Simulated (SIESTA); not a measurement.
Ti3In:

```
In Ti
1.0
    -2.04427    2.04427    4.36737
     2.04427   -2.04427    4.36737
     2.04427    2.04427   -4.36737
In Ti
1 3
Direct
  0.00000 0.00000 0.00000
  0.50000 0.50000 0.00000
  0.25000 0.75000 0.50000
  0.75000 0.25000 0.50000
```

The cell comes from a database or a generator and needn't be the stable form of this composition.

| Quantity | Value |
| --- | --- |
| Program | SIESTA 5.4.2 |
| Task | single point |
| Functional | PBEsol |
| Potentials or basis | PseudoDojo 0.4 standard (PBEsol files) |
| Basis | DZP (energy shift 0.003 Ry; two zetas on semicore shells) |
| Grid cutoff | 800 Ry |
| Energy shift | 0.003 Ry |
| k mesh | 9 × 9 × 9 |
| Occupations | fermi-dirac, width 0.05 eV |
| Spin | no spin polarisation |

On this cell: pressure -4.4 GPa; largest force under 0.003 eV/Å; band gap on the k mesh none (metal or under the smearing width).

The same run follows on a disturbed copy (atoms moved at random, drawn with an rms of 0.05 Å):

```xyz
4
Lattice="-2.0443 2.0443 4.3674 2.0443 -2.0443 4.3674 2.0443 2.0443 -4.3674" Properties=species:S:1:pos:R:3 pbc="T T T"
In   -0.0175    0.0255    0.0312
Ti   -0.0393   -0.0046    4.3604
Ti    2.0686   -0.0335    2.1742
Ti    0.0072    2.0283    2.1888
```

Problem. What does the disturbed cell give?

Solution. The energy (extrapolated to zero smearing) moves by +5.8 meV/atom; pressure -4.3 GPa; largest force 0.411 eV/Å; band gap on the k mesh none (metal or under the smearing width).

Forces in eV/Å, atoms in the order of the input:
```
In   0.013 -0.325 -0.250
Ti   0.324  0.077  0.034
Ti  -0.273  0.216  0.153
Ti  -0.063  0.035  0.063
```

Stress tensor (GPa, compression positive):
```
-4.45  0.07 -0.15
 0.07 -4.51 -0.06
-0.15 -0.06 -3.84
```

Caveats: the basis of atomic orbitals isn't converged, which shifts pressures, moduli and gaps.
